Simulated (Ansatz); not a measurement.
**CH₃AlF₂S: up Jacob's ladder to CCSD(T)**

An exercise on one series of results from a longer session: the logs are not shown, and one member is left open.

Method: functionals in def2-TZVPP, the program's frozen cores in correlated methods; program: Ansatz 0.2.0, Gaussian basis.

Levels to be run: LDA (SPW92), PBE-D4, revPBE-D4, BLYP-D4, r2SCAN-D4, B97M-V, PBE0-D4, B3LYP-D4, r2SCANh-D4, r2SCAN0-D4, HSE06-D4, BHLYP-D4, CAM-B3LYP-D4, LC-ωPBE, ωB97X-V, ωB97M-V, B2PLYP, PBE-QIDH; CCSD(T)/def2-SVP; CCSD(T)/def2-TZVPP; MP2/def2-QZVPP; extrapolation to the limit; RPA on PBE.

**The relaxed structure**

The geometry comes from an earlier relaxation with PBE0-D4 in a triple-zeta def2 set; it is a stationary point, not always the lowest conformer.

SMILES `C[S][Al]([F])[F]`, 8 atoms, charge 0, spin multiplicity 1.

Atoms are counted from 1 here; the program's logs count them from 0.

Bond lengths: C1–S2 1.828 Å, C1–H6 1.089 Å, C1–H7 1.089 Å, C1–H8 1.088 Å, S2–Al3 2.143 Å, Al3–F4 1.637 Å, Al3–F5 1.642 Å. Angles: S2–C1–H6 108.4°, S2–C1–H7 108.1°, S2–C1–H8 112.1°, H6–C1–H7 109.5°, H6–C1–H8 109.4°, H7–C1–H8 109.3°, C1–S2–Al3 100.8°, S2–Al3–F4 120.9°, S2–Al3–F5 120.3°, F4–Al3–F5 118.8°.

Set-up of the first run:

in.yaml

```yaml
crystal:
  periodic: [false, false, false]
  atoms:
    - {symbol: C, position_ang: [-0.685179, -0.190983, 1.173474]}
    - {symbol: S, position_ang: [0.485125, -1.211196, 0.207724]}
    - {symbol: Al, position_ang: [0.908144, 0.103349, -1.431667]}
    - {symbol: F, position_ang: [1.930355, -0.347137, -2.628219]}
    - {symbol: F, position_ang: [0.210062, 1.587673, -1.506265]}
    - {symbol: H, position_ang: [-1.638196, -0.714928, 1.221023]}
    - {symbol: H, position_ang: [-0.283008, -0.075000, 2.178416]}
    - {symbol: H, position_ang: [-0.835002, 0.791123, 0.729912]}
basis:
  gaussian: {orbitals: def2-TZVPP}
hamiltonian: {xc: lda}
output: {orbitals: {seedname: orbitals}}
```

Among the steps run: LDA; PBE-D4 (GGA); revPBE-D4 (GGA); BLYP-D4 (GGA); r2SCAN-D4 (meta-GGA); B97M-V (meta-GGA); PBE0-D4 (hybrid); B3LYP-D4 (hybrid); r2SCANh-D4 (hybrid); r2SCAN0-D4 (hybrid); HSE06-D4 (hybrid); BHLYP-D4 (hybrid); CAM-B3LYP-D4 (range-separated); LC-ωPBE-D4 (range-separated; the results give it without D4); ωB97X-V (range-separated); ωB97M-V (range-separated); B2PLYP (double hybrid); PBE-QIDH (double hybrid).

One table of the session follows, with a row left open; its other results are not shown here.

It belongs to the step «Frontier levels by functional». 

| functional | HOMO (eV) | gap (eV) |
| --- | --- | --- |
| LDA (SPW92) | -6.56 | 4.47 |
| PBE-D4 | -6.42 | 4.62 |
| revPBE-D4 | -6.37 | 4.72 |
| BLYP-D4 | -6.26 | 4.50 |
| r2SCAN-D4 | -6.68 | 5.34 |
| B97M-V | -6.75 | 5.16 |
| PBE0-D4 | -7.64 | 6.70 |
| B3LYP-D4 | -7.39 | 6.14 |
| r2SCANh-D4 | -7.13 | 6.06 |
| r2SCAN0-D4 | -7.80 | 7.13 |
| HSE06-D4 | ? | ? |
| BHLYP-D4 | -8.70 | 8.50 |
| CAM-B3LYP-D4 | -8.95 | 8.87 |
| LC-ωPBE | -10.33 | 11.57 |
| ωB97X-V | -9.97 | 11.01 |
| ωB97M-V | -9.80 | 10.51 |

Q: Estimate the row for HSE06-D4 from the others.

As computed: HOMO (eV): -7.24; gap (eV): 5.92. In the column «HOMO (eV)» it lies between B3LYP-D4 (-7.39) and r2SCANh-D4 (-7.13).
